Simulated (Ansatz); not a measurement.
**AlClH4N2: molecular dynamics**

Purpose: to follow the molecule's vibrations and see whether its bonds hold. The start is relaxed first. Runs: 500 steps of 0.5 fs at constant energy (fourth-order Milne integrator), with velocities drawn for 200 K.

Program: Ansatz 0.2.0. Level of theory: RKS B3LYP/def2-SVP. These are calculated values, not measurements.

## Step 1: The starting structure

Bond lengths: Al1–N2 1.920 Å, N2–H3 1.060 Å, N2–H4 1.060 Å, Al1–N5 1.920 Å, N5–H6 1.060 Å, N5–H7 1.060 Å, Al1–Cl8 2.230 Å. Angles: Al1–N2–H3 120.0°, Al1–N2–H4 120.0°, H3–N2–H4 120.0°, N2–Al1–N5 120.0°, N2–Al1–Cl8 120.0°, N5–Al1–Cl8 120.0°, Al1–N5–H6 120.0°, Al1–N5–H7 120.0°, H6–N5–H7 120.0°.

As a file:

```xyz
8

Al    0.0000    0.0000    0.0000
N     0.0000    0.0000    1.9200
H    -0.8770   -0.2713    2.4500
H     0.8770    0.2713    2.4500
N     1.6627    0.0000   -0.9600
H     2.1293   -0.9179   -1.2118
H     2.1141    0.9179   -1.2382
Cl   -1.9312    0.0000   -1.1150
```

## Step 2: Relaxing the start

Input file input.yaml:

```yaml
crystal:
  periodic: [false, false, false]
  atoms:
    - { symbol: Al, position_ang: [0.0, 0.0, 0.0] }
    - { symbol: "N", position_ang: [0.0, 0.0, 1.92] }
    - { symbol: H, position_ang: [-0.877, -0.2713, 2.45] }
    - { symbol: H, position_ang: [0.877, 0.2713, 2.45] }
    - { symbol: "N", position_ang: [1.6627, 0.0, -0.96] }
    - { symbol: H, position_ang: [2.1293, -0.9179, -1.2118] }
    - { symbol: H, position_ang: [2.1141, 0.9179, -1.2382] }
    - { symbol: Cl, position_ang: [-1.9312, 0.0, -1.115] }
basis:
  gaussian: { orbitals: def2-SVP }
hamiltonian:
  xc: b3lyp
relax:
  f_tol: 0.02
  max_steps: 40
```

The run is started by

```
> ansatz run input.yaml --threads 2 --pin off --max-ram 3072MiB --backend cpu --events-out ev --progress --plain --runs-dir out
```

The program printed, shortened:

```text
Warning: RAYON_NUM_THREADS=2 ignored (pool sized by the plan → 2); use --threads N
[...]
Functional definition: B3LYP
[...]
878 factors; integrals over basis functions are off by at most 4.9e-4 eV
[...]
mean field -22160.36447161 eV, -814.3783734972 hartree, gradient 3.7e-5 eV, S^2 0.000000; 0 other end points of the search recorded, 0 dependent functions left out
[...]
reference -22160.36473059 eV, -814.3783830146 hartree; 24, 24 occupied and 60, 60 virtual orbitals, 878 factors
relax step   1: F+E_penalty+E_count = -22160.36447161 eV  Δ(F+E_penalty+E_count) = +0.000e0 eV  max|allowed force component| = 1.951e0 eV/Å  Δτ_max = 0.0000 Å  (26 SCF iters, accepted)
[...]
relax step   4: F+E_penalty+E_count = -22161.25120802 eV  Δ(F+E_penalty+E_count) = -4.457e-2 eV  max|allowed force component| = 4.342e-1 eV/Å  Δτ_max = 0.2000 Å  (28 SCF iters, accepted)
[...]
relax step   7: F+E_penalty+E_count = -22161.39919471 eV  Δ(F+E_penalty+E_count) = -4.259e-2 eV  max|allowed force component| = 3.445e-1 eV/Å  Δτ_max = 0.2000 Å  (29 SCF iters, accepted)
[...]
relax step  10: F+E_penalty+E_count = -22161.44252605 eV  Δ(F+E_penalty+E_count) = +2.142e-4 eV  max|allowed force component| = 9.284e-2 eV/Å  Δτ_max = 0.0913 Å  (27 SCF iters, rejected (line search))
[...]
relax step  12: F+E_penalty+E_count = -22161.44413903 eV  Δ(F+E_penalty+E_count) = +7.205e-5 eV  max|allowed force component| = 1.087e-1 eV/Å  Δτ_max = 0.0282 Å  (24 SCF iters, rejected (line search))
[...]
relax step  13: F+E_penalty+E_count = -22161.44434878 eV  Δ(F+E_penalty+E_count) = -1.377e-4 eV  max|allowed force component| = 4.281e-3 eV/Å  Δτ_max = 0.0141 Å  (22 SCF iters, accepted)
878 factors; integrals over basis functions are off by at most 4.6e-4 eV
[...]
mean field -22161.44434878 eV, -814.4180582512 hartree, gradient 1.4e-5 eV, S^2 0.000000; 1 other end points of the search recorded, 0 dependent functions left out
[...]
reference -22161.44459067 eV, -814.4180671403 hartree; 24, 24 occupied and 60, 60 virtual orbitals, 878 factors
Total energy: -22161.44459067 eV, -814.4180671403 hartree
Atom 0 at     0.068372     0.070447     0.043013 Å, force    -0.001042     0.000118     0.000090 eV/Å
Atom 1 at     0.011324    -0.130822     1.798741 Å, force    -0.003851     0.000855    -0.003869 eV/Å
Atom 2 at    -0.845970    -0.122530     2.342091 Å, force    -0.000130     0.002183     0.000149 eV/Å
Atom 3 at     0.809221    -0.267152     2.410721 Å, force     0.004281    -0.003380     0.003033 eV/Å
Atom 4 at     1.569370     0.034107    -0.890777 Å, force     0.000301     0.000623    -0.001012 eV/Å
Atom 5 at     2.502058    -0.111209    -0.517985 Å, force    -0.000352     0.001309     0.000896 eV/Å
Atom 6 at     1.612857     0.157123    -1.897389 Å, force    -0.000275    -0.000883     0.000214 eV/Å
Atom 7 at    -1.752333     0.370036    -0.993414 Å, force     0.001067    -0.000824     0.000498 eV/Å
Dipole moment:     0.472400    -0.077587     0.268836 e Å
```

Wall time 25 s (2 threads of AMD EPYC 7R43 (Zen 3), shared host); peak memory 0.17 GiB.

Step by step:

```
step  energy from step 1 (eV)  largest force component (eV/Å)
   1                   0.0000                          1.9510
   2                  -0.7276                          1.2491
   3                  -0.8422                          0.9669
   4                  -0.8867                          0.4342
   5                  -0.9327                          0.3980
   6                  -0.9921                          0.2520
   7                  -1.0347                          0.3445
   8                  -1.0660                          0.1561
   9                  -1.0783                          0.1083
 10x                  -1.0781                          0.0928
  11                  -1.0797                          0.0221
 12x                  -1.0797                          0.1087
  13                  -1.0799                          0.0043
```

Step 1 is the start. 2 steps were tried and not accepted (10, 12; marked x where the table lists them).

After: Bond lengths: Al1–N2 1.768 Å, N2–H3 1.015 Å, N2–H4 1.015 Å, Al1–N5 1.768 Å, N5–H6 1.015 Å, N5–H7 1.015 Å, Al1–Cl8 2.116 Å. Angles: Al1–N2–H3 123.9°, Al1–N2–H4 126.1°, H3–N2–H4 110.0°, N2–Al1–N5 123.3°, N2–Al1–Cl8 118.3°, N5–Al1–Cl8 118.3°, Al1–N5–H6 126.1°, Al1–N5–H7 123.9°, H6–N5–H7 110.0°.

## Step 3: Dynamics

500 steps of 0.5 fs at constant energy (fourth-order milne integrator), with velocities drawn for 200 K, from the relaxed start.

Input file input.yaml:

```yaml
crystal:
  periodic: [false, false, false]
  atoms:
    - { symbol: Al, position_ang: [0.068372, 0.070447, 0.043013] }
    - { symbol: "N", position_ang: [0.011324, -0.130822, 1.798741] }
    - { symbol: H, position_ang: [-0.84597, -0.12253, 2.342091] }
    - { symbol: H, position_ang: [0.809221, -0.267152, 2.410721] }
    - { symbol: "N", position_ang: [1.56937, 0.034107, -0.890777] }
    - { symbol: H, position_ang: [2.502058, -0.111209, -0.517985] }
    - { symbol: H, position_ang: [1.612857, 0.157123, -1.897389] }
    - { symbol: Cl, position_ang: [-1.752333, 0.370036, -0.993414] }
basis:
  gaussian: { orbitals: def2-SVP }
hamiltonian:
  xc: b3lyp
md:
  timestep: 0.5
  n_steps: 500
  ensemble: nve_milne
  temperature: 200.0
  initial_velocities: maxwell_boltzmann
  seed: 574805
```

The run is started by

```
> ansatz run input.yaml --threads 2 --pin off --max-ram 3072MiB --backend cpu --events-out ev --progress --plain --runs-dir out
```

The program printed, shortened:

```text
Warning: RAYON_NUM_THREADS=2 ignored (pool sized by the plan → 2); use --threads N
[...]
[... 1 set-up line as earlier in the session ...]
[...]
873 factors; integrals over basis functions are off by at most 5.8e-4 eV
[...]
mean field -22161.44435147 eV, -814.4180583501 hartree, gradient 3.1e-5 eV, S^2 0.000000; 0 other end points of the search recorded, 0 dependent functions left out
[...]
reference -22161.44459311 eV, -814.4180672302 hartree; 24, 24 occupied and 60, 60 virtual orbitals, 873 factors
md step     0: t =     0.00 fs  T =   200.0 K  F+E_penalty+E_count = -22161.44435147 eV  E_kin = 0.155112 eV  conserved = -22161.28923947 eV  (25 SCF iters)
[...]
md step    20: t =    10.00 fs  T =    88.0 K  F+E_penalty+E_count = -22161.35746942 eV  E_kin = 0.068236 eV  conserved = -22161.28923353 eV  (23 SCF iters)
[...]
md step    40: t =    20.00 fs  T =   103.7 K  F+E_penalty+E_count = -22161.36963453 eV  E_kin = 0.080402 eV  conserved = -22161.28923279 eV  (23 SCF iters)
[...]
md step    60: t =    30.00 fs  T =    46.4 K  F+E_penalty+E_count = -22161.32519996 eV  E_kin = 0.035962 eV  conserved = -22161.28923813 eV  (24 SCF iters)
[...]
md step    79: t =    39.50 fs  T =    88.9 K  F+E_penalty+E_count = -22161.35818582 eV  E_kin = 0.068953 eV  conserved = -22161.28923254 eV  (24 SCF iters)
md step    80: t =    40.00 fs  T =    88.6 K  F+E_penalty+E_count = -22161.35798312 eV  E_kin = 0.068750 eV  conserved = -22161.28923268 eV  (22 SCF iters)
```

## Step 4: The output, continued: dynamics from the start

The log, continued, shortened:

```text
md step    81: t =    40.50 fs  T =    89.3 K  F+E_penalty+E_count = -22161.35846658 eV  E_kin = 0.069228 eV  conserved = -22161.28923842 eV  (24 SCF iters)
[...]
md step   107: t =    53.50 fs  T =   124.8 K  F+E_penalty+E_count = -22161.38601872 eV  E_kin = 0.096789 eV  conserved = -22161.28922999 eV  (23 SCF iters)
[...]
md step   133: t =    66.50 fs  T =    71.4 K  F+E_penalty+E_count = -22161.34459290 eV  E_kin = 0.055358 eV  conserved = -22161.28923460 eV  (25 SCF iters)
[...]
md step   159: t =    79.50 fs  T =    97.7 K  F+E_penalty+E_count = -22161.36502438 eV  E_kin = 0.075789 eV  conserved = -22161.28923550 eV  (24 SCF iters)
[...]
md step   183: t =    91.50 fs  T =   150.1 K  F+E_penalty+E_count = -22161.40561780 eV  E_kin = 0.116389 eV  conserved = -22161.28922904 eV  (23 SCF iters)
md step   184: t =    92.00 fs  T =   153.5 K  F+E_penalty+E_count = -22161.40825827 eV  E_kin = 0.119025 eV  conserved = -22161.28923367 eV  (22 SCF iters)
```

## Step 5: The output, continued: dynamics from the start

Output, continued, shortened:

```text
md step   185: t =    92.50 fs  T =   155.9 K  F+E_penalty+E_count = -22161.41015894 eV  E_kin = 0.120919 eV  conserved = -22161.28923980 eV  (23 SCF iters)
[...]
md step   206: t =   103.00 fs  T =    89.1 K  F+E_penalty+E_count = -22161.35835771 eV  E_kin = 0.069121 eV  conserved = -22161.28923713 eV  (23 SCF iters)
[...]
md step   227: t =   113.50 fs  T =    93.0 K  F+E_penalty+E_count = -22161.36139903 eV  E_kin = 0.072165 eV  conserved = -22161.28923377 eV  (24 SCF iters)
[...]
md step   248: t =   124.00 fs  T =    87.8 K  F+E_penalty+E_count = -22161.35733197 eV  E_kin = 0.068099 eV  conserved = -22161.28923332 eV  (23 SCF iters)
[...]
md step   499: t =   249.50 fs  T =    40.2 K  F+E_penalty+E_count = -22161.32041694 eV  E_kin = 0.031183 eV  conserved = -22161.28923436 eV  (23 SCF iters)
[...]
md step   500: t =   250.00 fs  T =    39.7 K  F+E_penalty+E_count = -22161.32001738 eV  E_kin = 0.030787 eV  conserved = -22161.28923076 eV  (26 SCF iters)
Total energy: -22161.32026138 eV, -814.4134981233 hartree
Atom 0 at     0.033390     0.033621     0.094552 Å, force     0.741518     0.342061    -1.860055 eV/Å
Atom 1 at     0.065272    -0.145229     1.801235 Å, force    -0.522147     0.056663     0.817410 eV/Å
Atom 2 at    -0.679895     0.190478     2.393865 Å, force    -0.144626    -0.074853     0.319805 eV/Å
Atom 3 at     0.904369    -0.309273     2.323099 Å, force     0.454661    -0.122456     0.431941 eV/Å
Atom 4 at     1.534474     0.058808    -0.886886 Å, force    -0.390501    -0.061206    -0.013804 eV/Å
Atom 5 at     2.529162     0.097403    -0.667273 Å, force    -0.323517    -0.060559     0.122060 eV/Å
Atom 6 at     1.411135     0.059302    -1.897038 Å, force     0.141310     0.018006    -0.014560 eV/Å
Atom 7 at    -1.735698     0.383145    -1.029909 Å, force     0.043302    -0.097656     0.197203 eV/Å
Dipole moment:     0.426932    -0.022584     0.314850 e Å
```

Wall time 18 min (2 threads of AMD EPYC 7R43 (Zen 3), shared host); peak memory 0.19 GiB.

## Step 6: What the atoms did

The trajectory, every 36 steps (energies from step 0):

```
time (fs)  T (K)  potential energy change (meV/atom)  total energy change (meV/atom)
      0.0    200                                 0.0                            0.00
     18.0    111                                 8.6                            0.00
     36.0     89                                10.8                            0.00
     54.0    126                                 7.2                            0.00
     72.0    136                                 6.2                            0.00
     90.0    136                                 6.2                            0.00
    108.0    104                                 9.3                            0.00
    126.0    106                                 9.1                            0.00
    144.0    105                                 9.3                            0.00
    162.0    108                                 8.9                            0.00
    180.0     95                                10.2                            0.00
    198.0     66                                13.0                            0.00
    216.0    119                                 7.8                            0.00
    234.0     92                                10.5                            0.00
    250.0     40                                15.5                            0.00
```

time (fs), T (K) and a bar:
```
      0.0        200 ##############################
     11.0         80 ########
     21.5         91 ##########
     32.5         69 ######
     43.5         83 ########
     54.5        127 ################
     65.0         63 ####
     76.0        134 ##################
     87.0         98 ###########
     98.0        128 #################
    108.5        106 ############
    119.5         58 ####
    130.5        110 #############
    141.5         84 ########
    152.0        110 #############
    163.0        123 ################
    174.0         76 #######
    185.0        136 ##################
    195.5         65 #####
    206.5        110 #############
    217.5        123 ################
    228.5         79 #######
    239.0        140 ###################
    250.0         40
```

Maxima of the velocity power spectrum (cm⁻¹, relative height; resolution about 270 cm⁻¹): 230 (100), 700 (62), 900 (100), 3600 (12).

## Step 7: Snapshots as a file

Positions (Å) and forces (eV/Å):

```xyz
8
time_fs=31.0 T=53 dE=0.1140
Al    0.040    0.103    0.089    0.536   -0.150   -1.485
N     0.048   -0.135    1.819   -0.016   -0.346    0.872
H    -0.640   -0.654    2.377    0.319    0.428   -0.279
H     0.928   -0.053    2.327   -0.211   -0.082    0.085
N     1.541    0.005   -0.911   -0.389    0.028    0.914
H     2.453   -0.203   -0.509   -0.060   -0.001   -0.034
H     1.647    0.173   -1.901   -0.148    0.112   -0.209
Cl   -1.742    0.370   -1.027   -0.031    0.011    0.136
8
time_fs=62.5 T=60 dE=0.1089
Al    0.034    0.070    0.092    0.898    0.053   -1.654
N     0.088   -0.158    1.806   -0.183    0.026    0.705
H    -0.765   -0.020    2.321   -0.428   -0.077    0.475
H     0.875   -0.089    2.438    0.162   -0.039   -0.047
N     1.540    0.034   -0.886   -0.582    0.218   -0.144
H     2.452   -0.323   -0.629    0.034    0.027    0.086
H     1.560    0.389   -1.846    0.025   -0.213    0.287
Cl   -1.746    0.373   -1.034    0.074    0.004    0.292
8
time_fs=94.0 T=157 dE=0.0332
Al    0.052    0.030    0.042    0.593    0.238   -0.101
N     0.007   -0.112    1.804   -0.281    0.007    0.079
H    -0.801    0.038    2.413    0.281   -0.082   -0.273
H     0.811   -0.398    2.348    0.104   -0.021    0.189
N     1.576    0.073   -0.898   -0.181   -0.175    0.538
H     2.527   -0.006   -0.536   -0.253    0.023   -0.001
H     1.596   -0.010   -1.904   -0.024    0.027   -0.283
Cl   -1.742    0.378   -0.992   -0.237   -0.018   -0.148
8
time_fs=125.0 T=96 dE=0.0806
Al    0.103    0.062    0.007   -0.804   -0.050    0.892
N    -0.044   -0.110    1.798    0.463   -0.218   -0.404
H    -0.943   -0.078    2.279    0.173    0.043   -0.114
H     0.672   -0.501    2.423   -0.359    0.244   -0.310
N     1.608    0.017   -0.899   -0.049   -0.028   -0.257
H     2.469    0.327   -0.475    0.422   -0.013    0.021
H     1.713   -0.090   -1.906   -0.028    0.075    0.210
Cl   -1.768    0.375   -0.962    0.182   -0.053   -0.036
8
time_fs=156.0 T=72 dE=0.0991
Al    0.107    0.102   -0.009   -1.429   -0.222    1.601
N    -0.037   -0.159    1.756   -0.075    0.247   -0.597
H    -0.898    0.086    2.227   -0.255   -0.041    0.096
H     0.692   -0.243    2.446    0.368   -0.070    0.154
N     1.591    0.008   -0.853    1.534   -0.006   -0.894
H     2.531   -0.140   -0.481   -0.309    0.041   -0.035
H     1.647    0.167   -1.852    0.095   -0.032   -0.137
Cl   -1.768    0.361   -0.953    0.071    0.083   -0.189
8
time_fs=187.5 T=135 dE=0.0506
Al    0.075    0.094    0.024   -0.220   -0.219    0.697
N     0.007   -0.129    1.806    0.233    0.016   -0.504
H    -0.804   -0.395    2.359    0.087    0.115   -0.124
H     0.846   -0.125    2.385   -0.175   -0.021   -0.025
N     1.601    0.022   -0.871   -0.361    0.102   -0.087
H     2.417   -0.481   -0.545    0.182    0.032   -0.047
H     1.672    0.256   -1.859    0.132   -0.070    0.099
Cl   -1.770    0.367   -0.989    0.121    0.044   -0.008
8
time_fs=219.0 T=132 dE=0.0526
Al    0.029    0.045    0.067    0.816    0.172   -0.568
N     0.073   -0.113    1.828   -0.066   -0.142    0.286
H    -0.733   -0.328    2.413    0.099    0.091   -0.118
H     0.914   -0.109    2.408   -0.181   -0.010   -0.223
N     1.544    0.030   -0.904   -0.218   -0.033    0.619
H     2.450   -0.133   -0.469   -0.051   -0.026   -0.026
H     1.695    0.308   -1.867   -0.221    0.000   -0.051
Cl   -1.744    0.382   -1.022   -0.177   -0.052    0.081
8
time_fs=250.0 T=40 dE=0.1243
Al    0.033    0.034    0.095    0.742    0.342   -1.860
N     0.065   -0.145    1.801   -0.522    0.057    0.817
H    -0.680    0.191    2.394   -0.145   -0.075    0.320
H     0.904   -0.309    2.323    0.455   -0.122    0.432
N     1.534    0.059   -0.887   -0.391   -0.061   -0.014
H     2.529    0.097   -0.667   -0.324   -0.061    0.122
H     1.411    0.059   -1.897    0.141    0.018   -0.015
Cl   -1.736    0.383   -1.030    0.043   -0.098    0.197
```

## Step 8: What came out

```
                          quantity                         value
           relaxation of the start      10 moves, 1.080 eV lower
                            length           500 steps of 0.5 fs
  temperature, first and last step                  200 and 40 K
          temperature, second half  mean 101 K, from 40 to 140 K
     potential energy, second half   +10 meV/atom from the start
largest change of the total energy                 0.00 meV/atom
            bonds formed or broken                             0
```

What this shows: The temperature starts at 200 K and averages 101 K in the second half, where it ranges from 40 to 140 K; a mean near half the start is what vibrations about a minimum give, since they share energy equally between motion and strain. The total energy strays from its start by at most 0.00 meV/atom, under 0.1 % of the mean kinetic energy, which is good for a step of 0.5 fs. No bond forms or breaks. A run of 250 fs with 8 atoms shows the motion but fixes no equilibrium value. The nuclei move classically, without zero-point motion, which matters most for hydrogen.
